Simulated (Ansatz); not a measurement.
# GaNH2ClF (SMILES [NH2][Ga]([F])[Cl]): PBE-QIDH/6-31G(d) (spherical functions)

Aim: the vertical ionisation energy of GaNH2ClF at PBE-QIDH/6-31G* (spherical functions), from 2 runs. 

Program for the calculation: Ansatz 0.2.0.

128 further runs of the same task are left out: 128 set aside as unsound or not needed.

## Step 1: The system as given

GaNH2ClF: 6 atoms, total charge 0, spin state singlet. As SMILES, `[NH2][Ga]([F])[Cl]`. Geometry: relaxed at PBE0-D4/def2-TZVP.

Bond lengths: N1–Ga2 1.791 Å, Ga2–F3 1.743 Å, Ga2–Cl4 2.117 Å, N1–H5 1.005 Å, N1–H6 1.005 Å. Angles: N1–Ga2–F3 119.0°, N1–Ga2–Cl4 124.0°, F3–Ga2–Cl4 116.9°, Ga2–N1–H5 121.8°, Ga2–N1–H6 122.2°, H5–N1–H6 113.3°.

## Step 2: The energy at PBE-QIDH/6-31G(d) (spherical functions)

molecule.yaml reads:

```yaml
crystal:
  periodic: [false, false, false]
  atoms:
    - {symbol: N, position_ang: [-0.193400, 1.027000, -0.045900]}
    - {symbol: Ga, position_ang: [0.233000, -0.711000, 0.012900]}
    - {symbol: F, position_ang: [1.569300, -1.221300, 1.009300]}
    - {symbol: Cl, position_ang: [-0.740100, -2.208600, -1.123700]}
    - {symbol: H, position_ang: [0.201900, 1.691500, 0.596800]}
    - {symbol: H, position_ang: [-1.028600, 1.358600, -0.495600]}
basis:
  gaussian:
    orbitals: 6-31G_st_-spherical.json
hamiltonian:
  xc: {name: PBE-QIDH}
correlation:
  frozen_orbitals: {Cl: 5, F: 1, Ga: 9, H: 0, "N": 1}
accuracy: high
output:
  orbitals: {seedname: orbitals}
```

The basis set 6-31G* is read from a file made from the Basis Set Exchange's data (not shown).

Command:

```console
$ ansatz run molecule.yaml --threads 1 --pin off --max-ram 3480MiB --events-out events.jsonl --progress --plain --runs-dir runs
```

Log:

```text
Warning: RAYON_NUM_THREADS=1 ignored (pool sized by the plan → 1); use --threads N
Functional definition: PBE-QIDH
  name "PBE-QIDH"
  parameter a = 3^(-1/3)
  parameter c = 1/3
  exchange = (1 - a)*pbe_x + a*exact_x
  correlation = (1 - c)*pbe_c + c*(mp2_os + mp2_ss)
1713 factors; integrals over basis functions are off by at most 4.7e-9 eV
mean field evaluation 1: about -69094.8510 eV, gradient 4.6e1 eV
mean field evaluation 2: about -69094.9118 eV, gradient 4.6e1 eV
mean field evaluation 4: about -69098.9351 eV, gradient 2.7e0 eV
mean field evaluation 8: about -69098.9538 eV, gradient 7.0e-2 eV
mean field evaluation 16: about -69098.9538 eV, gradient 2.4e-5 eV
mean field -69098.95379609 eV, -2539.3397150532 hartree, gradient 3.7e-8 eV, S^2 0.000000; 0 other end points of the search recorded, 0 dependent functions left out
16 core orbitals not correlated: weight in the atoms' cores, before any rotation towards them, 1.000 or more for the frozen orbitals, at most 0.000 for the correlated occupied ones
reference -69098.95379751 eV, -2539.3397151054 hartree; 17, 17 occupied and 49, 49 virtual orbitals, 1713 factors
second order -21.54117427 eV of doubles, -0.00000000 eV of singles
Total energy: -69106.13418893 eV, -2539.6035896231 hartree
```

It took 12 s on 1 thread of Arm Neoverse V1, shared host; peak memory 0.28 GiB.

## Step 3: The doublet cation, same level

in.yaml reads:

```yaml
crystal:
  periodic: [false, false, false]
  atoms:
    - {symbol: "N", position_ang: [-0.193400, 1.027000, -0.045900]}
    - {symbol: Ga, position_ang: [0.233000, -0.711000, 0.012900]}
    - {symbol: F, position_ang: [1.569300, -1.221300, 1.009300]}
    - {symbol: Cl, position_ang: [-0.740100, -2.208600, -1.123700]}
    - {symbol: H, position_ang: [0.201900, 1.691500, 0.596800]}
    - {symbol: H, position_ang: [-1.028600, 1.358600, -0.495600]}
basis:
  gaussian:
    orbitals: 6-31G_st_-spherical.json
total_charge: 1
magnetization:
  spin_polarized: true
  initial_magnetization: 1
hamiltonian:
  xc: {name: PBE-QIDH}
correlation:
  frozen_orbitals: {Cl: 5, F: 1, Ga: 9, H: 0, "N": 1}
accuracy: high
output: {orbitals: {seedname: orbitals}}
```

The basis set 6-31G* is read from a file made from the Basis Set Exchange's data (not shown).

Command:

```console
$ ansatz run in.yaml --threads 1 --pin off --max-ram 3480MiB --events-out events.jsonl --progress --plain --runs-dir runs
```

Log, shortened:

```text
Warning: RAYON_NUM_THREADS=1 ignored (pool sized by the plan → 1); use --threads N
[... 2 set-up lines as earlier in the session ...]
[...]
1713 factors; integrals over basis functions are off by at most 4.7e-9 eV
[...]
mean field -69088.90864003 eV, -2538.9705623768 hartree, gradient 3.6e-8 eV, S^2 0.756102; 2 other end points of the search recorded, 0 dependent functions left out
16 core orbitals not correlated: weight in the atoms' cores, before any rotation towards them, 1.000 or more for the frozen orbitals, at most 0.000 for the correlated occupied ones
reference -69088.90864150 eV, -2538.9705624309 hartree; 17, 16 occupied and 49, 50 virtual orbitals, 1713 factors
second order -20.32141130 eV of doubles, -0.00000000 eV of singles
Total energy: -69095.68244527 eV, -2539.2194951279 hartree
```

Wall time 22 s (1 thread of Arm Neoverse V1, shared host); peak memory 0.46 GiB.

## Step 4: What came out

At PBE-QIDH/6-31G* (spherical functions), 16 core orbitals frozen:

| quantity | value |
| --- | --- |
| singlet GaNH2ClF: total energy | -2539.60359 Eh |
| singlet GaNH2ClF: HOMO energy (SCF part's orbitals) | -10.38 eV |
| singlet GaNH2ClF: LUMO energy (SCF part's orbitals) | 0.69 eV |
| singlet GaNH2ClF: HOMO–LUMO gap (SCF part's orbitals) | 11.07 eV |
| doublet cation: total energy | -2539.21950 Eh |
| doublet cation: HOMO energy (SCF part's orbitals) (highest over α and β) | -16.51 eV |
| doublet cation: LUMO energy (SCF part's orbitals) (lowest over α and β) | -9.92 eV |
| doublet cation: ⟨S²⟩ | 0.756 |
| vertical ionisation energy (to the doublet cation) | 10.452 eV |

What this shows: Removing an electron at fixed nuclei costs 10.45 eV (241 kcal/mol). The negative HOMO energy of the first species, 10.38 eV, lies 0.07 eV below that difference.
